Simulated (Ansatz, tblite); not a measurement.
# [(RSn)12O14(OH)6]2+, R = F (F₁₂H₆O₂₀Sn₁₂ (+2)): spin-state energies by level

Is the singlet the ground state of [(RSn)12O14(OH)6]2+, R = F (F₁₂H₆O₂₀Sn₁₂ (+2))? Other spin states are computed and compared level by level.

Program: Ansatz 0.2.0, Gaussian basis. Level of theory: as each input shows. These are calculated values, not measurements.

The runs, in order: triplet, at the geometry of the singlet (GFN1-xTB, GFN2-xTB, PBE0-D4/def2-SVP, PBE-D4/def2-SVP); the singlet's energies come from earlier runs.

2 further runs of the same task are left out: 2 for a known fault of the program.

### 1 The geometry

The geometry is that of the singlet, from an earlier relaxation (r2SCAN-D4/def2-SVP).

50 atoms, charge 2, spin multiplicity 1.

Bond lengths: Sn1–O13 2.107 Å, Sn1–O14 2.106 Å, Sn1–O15 2.106 Å, Sn1–O27 2.101 Å, Sn1–O28 2.100 Å, Sn1–F33 1.909 Å, Sn2–O13 2.107 Å, Sn2–O16 2.106 Å, Sn2–O17 2.106 Å, Sn2–O27 2.100 Å, Sn2–O29 2.100 Å, Sn2–F34 1.909 Å, Sn3–O13 2.107 Å, Sn3–O18 2.106 Å, Sn3–O19 2.106 Å, Sn3–O28 2.100 Å, Sn3–O29 2.101 Å, Sn3–F35 1.909 Å and more. Angles: O13–Sn1–O14 88.4°, O13–Sn1–O15 88.4°, O13–Sn1–O27 75.8°, O13–Sn1–O28 75.8°, O13–Sn1–F33 168.8°, O14–Sn1–O15 76.4°, O14–Sn1–O27 159.9°, O14–Sn1–O28 90.7°, O14–Sn1–F33 100.4°, O15–Sn1–O27 90.7°, O15–Sn1–O28 159.9°, O15–Sn1–F33 100.4°, O27–Sn1–O28 97.0°, O27–Sn1–F33 97.0°, O28–Sn1–F33 97.0°, O13–Sn2–O16 88.4°, O13–Sn2–O17 88.4°, O13–Sn2–O27 75.8° and more.

Sn takes a core potential in the def2 sets. No spin-orbit coupling is included. The ion is computed in the gas phase, without counter-ions or solvent.

### 2 Triplet at the fixed geometry, GFN1-xTB

Tight binding, by tblite at 300 K electronic temperature and without a spin-polarisation term:

```python
tblite.interface.Calculator('GFN1-xTB', numbers, positions, charge=2, uhf=2).singlepoint()
```

Energy -5120.5375 eV; 1 s.

### 3 Triplet at the fixed geometry, GFN2-xTB

Tight binding, by tblite at 300 K electronic temperature and without a spin-polarisation term:

```python
tblite.interface.Calculator('GFN2-xTB', numbers, positions, charge=2, uhf=2).singlepoint()
```

Energy -4502.3526 eV; 1.6 s.

### 4 Triplet at the fixed geometry, PBE0-D4/def2-SVP

File in.yaml:

```yaml
crystal:
  periodic: [false, false, false]
  atoms:
    - {symbol: Sn, position_ang: [0.178526, 1.835995, 2.863344]}
    - {symbol: Sn, position_ang: [1.836854, 2.862610, 0.178579]}
    - {symbol: Sn, position_ang: [2.862490, 0.177213, 1.836415]}
    - {symbol: Sn, position_ang: [0.221766, 1.937916, -2.551463]}
    - {symbol: Sn, position_ang: [1.937032, -2.552187, 0.220725]}
    - {symbol: Sn, position_ang: [-2.551564, 0.221725, 1.938002]}
    - {symbol: Sn, position_ang: [-0.221824, -1.937916, 2.551484]}
    - {symbol: Sn, position_ang: [-1.937081, 2.552178, -0.220663]}
    - {symbol: Sn, position_ang: [2.551537, -0.221725, -1.937943]}
    - {symbol: Sn, position_ang: [-0.178527, -1.835994, -2.863370]}
    - {symbol: Sn, position_ang: [-1.836860, -2.862617, -0.178590]}
    - {symbol: Sn, position_ang: [-2.862484, -0.177200, -1.836413]}
    - {symbol: O, position_ang: [1.119444, 1.119327, 1.119519]}
    - {symbol: O, position_ang: [-0.780439, -0.030152, 3.040464]}
    - {symbol: O, position_ang: [-1.585646, 2.077622, 1.739376]}
    - {symbol: O, position_ang: [-0.029531, 3.040745, -0.780156]}
    - {symbol: O, position_ang: [2.077383, 1.738446, -1.585868]}
    - {symbol: O, position_ang: [1.738142, -1.586669, 2.076739]}
    - {symbol: O, position_ang: [3.039734, -0.780977, -0.030345]}
    - {symbol: O, position_ang: [-1.738231, 1.586676, -2.076750]}
    - {symbol: O, position_ang: [0.780447, 0.030145, -3.040430]}
    - {symbol: O, position_ang: [0.029462, -3.040795, 0.780148]}
    - {symbol: O, position_ang: [1.585667, -2.077632, -1.739323]}
    - {symbol: O, position_ang: [-2.077397, -1.738415, 1.585878]}
    - {symbol: O, position_ang: [-3.039684, 0.780951, 0.030384]}
    - {symbol: O, position_ang: [-1.119407, -1.119344, -1.119556]}
    - {symbol: O, position_ang: [1.008237, 3.552347, 1.981178]}
    - {symbol: O, position_ang: [1.980516, 1.006159, 3.552794]}
    - {symbol: O, position_ang: [3.552880, 1.979673, 1.007694]}
    - {symbol: O, position_ang: [-1.008298, -3.552355, -1.981228]}
    - {symbol: O, position_ang: [-1.980495, -1.006148, -3.552804]}
    - {symbol: O, position_ang: [-3.552846, -1.979644, -1.007657]}
    - {symbol: F, position_ang: [-0.347849, 2.650355, 4.507404]}
    - {symbol: F, position_ang: [2.650776, 4.506189, -0.349965]}
    - {symbol: F, position_ang: [4.506866, -0.350000, 2.649626]}
    - {symbol: F, position_ang: [0.336921, 3.065275, -4.071684]}
    - {symbol: F, position_ang: [3.065038, -4.071988, 0.335236]}
    - {symbol: F, position_ang: [-4.071725, 0.338017, 3.065326]}
    - {symbol: F, position_ang: [-0.337064, -3.065327, 4.071667]}
    - {symbol: F, position_ang: [-3.065151, 4.071937, -0.335051]}
    - {symbol: F, position_ang: [4.071723, -0.337845, -3.065247]}
    - {symbol: F, position_ang: [0.347949, -2.650315, -4.507417]}
    - {symbol: F, position_ang: [-2.650837, -4.506169, 0.349966]}
    - {symbol: F, position_ang: [-4.506865, 0.349934, -2.649666]}
    - {symbol: H, position_ang: [1.035779, 4.456546, 2.343931]}
    - {symbol: H, position_ang: [2.343426, 1.033696, 4.456949]}
    - {symbol: H, position_ang: [4.457329, 2.341818, 1.034809]}
    - {symbol: H, position_ang: [-1.035598, -4.456604, -2.343863]}
    - {symbol: H, position_ang: [-2.343291, -1.033471, -4.457004]}
    - {symbol: H, position_ang: [-4.457208, -2.342025, -1.035202]}
basis:
  gaussian: {orbitals: def2-SVP, fitting: {mean_field: def2-universal-jkfit}}
total_charge: 2
magnetization: {spin_polarized: true, initial_magnetization: 2}
hamiltonian: {xc: pbe0, dispersion: d4}
scf: {omitted_lower_state_checks: [starts]}
output: {orbitals: {seedname: orbitals}}
```

Launch:

```console
> ansatz run in.yaml --threads 11 --pin off --events-out ev --progress --plain --max-ram 174080MiB --backend cuda --devices 0, --max-vram 75GiB
```

The log of the run:

```text
Functional definition: PBE0
  name "PBE0"
  cite "Adamo & Barone, J. Chem. Phys. 110, 6158 (1999) doi:10.1063/1.478522"
  cite "Perdew, Burke & Ernzerhof, Phys. Rev. Lett. 77, 3865 (1996) doi:10.1103/PhysRevLett.77.3865"
  parent pbe
  parameter a = 0.25
  parameter kappa = 0.804
  parameter beta = 0.06672455060314922
  exchange = (1 - a)*pbe_x(kappa = kappa, mu = beta*pi^2/3) + a*exact_x
  correlation = pbe_c(beta = beta)
these checks for a lower state are left out or cut short: starts
5188 factors; integrals over basis functions are off by at most 1.5e-1 eV
mean field evaluation 1: about -143411.6187 eV, gradient 1.6e2 eV
mean field evaluation 2: about -143289.3368 eV, gradient 2.4e2 eV
mean field evaluation 4: about -143496.1271 eV, gradient 2.7e1 eV
mean field evaluation 8: about -143499.3497 eV, gradient 2.5e0 eV
mean field evaluation 16: about -143499.3706 eV, gradient 6.7e-1 eV
mean field evaluation 32: about -143499.4993 eV, gradient 1.2e-5 eV
mean field -143499.49931624 eV, -5273.5093324177 hartree, gradient 3.3e-6 eV, S^2 2.011283; 0 other end points of the search recorded, 0 dependent functions left out
reference -143499.49939825 eV, -5273.5093354315 hartree; 269, 267 occupied and 521, 523 virtual orbitals, 5188 factors
Total energy: -143503.52718797 eV, -5273.6573539734 hartree
Checks for a lower state left out: starts
```

Wall time 41 s (1 × H100 with 11 threads of AMD EPYC 7R13, shared host); peak host memory 1.7 GiB.

HOMO -12.00 eV, LUMO -15.23 eV (over both spins; with the spin held, an empty level of the minority spin lies below the top filled one); ⟨S²⟩ 2.011 (pure: 2.00).

### 5 Triplet at the fixed geometry, PBE-D4/def2-SVP

start.molden holds the orbitals of an earlier run on this state, given as this run's starting guess.

in.yaml: that of step 4 with these lines changed.

```diff
@@ -54,6 +54,6 @@
 basis:
-  gaussian: {orbitals: def2-SVP, fitting: {mean_field: def2-universal-jkfit}}
+  gaussian: {orbitals: def2-SVP, fitting: {mean_field: def2-universal-jkfit}, initial_orbitals: start.molden}
 total_charge: 2
 magnetization: {spin_polarized: true, initial_magnetization: 2}
-hamiltonian: {xc: pbe0, dispersion: d4}
+hamiltonian: {xc: pbe, dispersion: d4}
 scf: {omitted_lower_state_checks: [starts]}
```

The command is unchanged.

The log of the run:

```text
Functional definition: PBE
  name "PBE"
  cite "Perdew, Burke & Ernzerhof, Phys. Rev. Lett. 77, 3865 (1996) doi:10.1103/PhysRevLett.77.3865"
  parent pbe
  parameter kappa = 0.804
  parameter beta = 0.06672455060314922
  exchange = pbe_x(kappa = kappa, mu = beta*pi^2/3)
  correlation = pbe_c(beta = beta)
these checks for a lower state are left out or cut short: starts
5188 factors; integrals over basis functions are off by at most 1.5e-1 eV
mean field evaluation 1: about -143498.9388 eV, gradient 1.5e1 eV
mean field evaluation 2: about -143500.5675 eV, gradient 1.5e0 eV
mean field evaluation 4: about -143500.8403 eV, gradient 3.0e-1 eV
mean field evaluation 8: about -143500.8322 eV, gradient 1.8e-2 eV
mean field evaluation 16: about -143500.8323 eV, gradient 6.6e-5 eV
mean field -143500.83225661 eV, -5273.5583170726 hartree, gradient 2.5e-6 eV, S^2 2.001190; 0 other end points of the search recorded, 0 dependent functions left out
reference -143500.83236670 eV, -5273.5583211185 hartree; 269, 267 occupied and 521, 523 virtual orbitals, 5188 factors
Total energy: -143505.28195615 eV, -5273.7218405146 hartree
Checks for a lower state left out: starts
```

Run time: 13 s. Hardware: 1 × H100 with 11 threads of AMD EPYC 7R13, shared host; peak host memory 1.6 GiB.

Report: HOMO -11.49 eV, LUMO -14.49 eV (over both spins; with the spin held, an empty level of the minority spin lies below the top filled one); ⟨S²⟩ 2.001 (pure: 2.00).

### 6 Triplet less singlet, vertical

The singlet's energies are those of its earlier runs, whose logs aren't repeated here.

| level | triplet less singlet, vertical (kcal/mol) | time |
| --- | --- | --- |
| GFN1-xTB | +39.1 | 1.5 s |
| GFN2-xTB | +41.0 | 2.2 s |
| PBE-D4/def2-SVP | +69.2 | 17 s |
| PBE0-D4/def2-SVP | +104.3 | 50 s |

Times add the two runs; a level without a time comes out of a correlated run. Tight binding without a spin term can't rank spin states.

### 7 Results

```
                                               quantity                                        value
triplet less singlet, vertical, functionals in def2-SVP  +69.2 (PBE-D4) to +104.3 kcal/mol (PBE0-D4)
```

All functionals put the triplet above the singlet, over a spread of 35.1 kcal/mol. The checks for a lower triplet were left out, so another state of that spin may lie lower. These are electronic energies, without zero-point motion, entropy or surroundings.
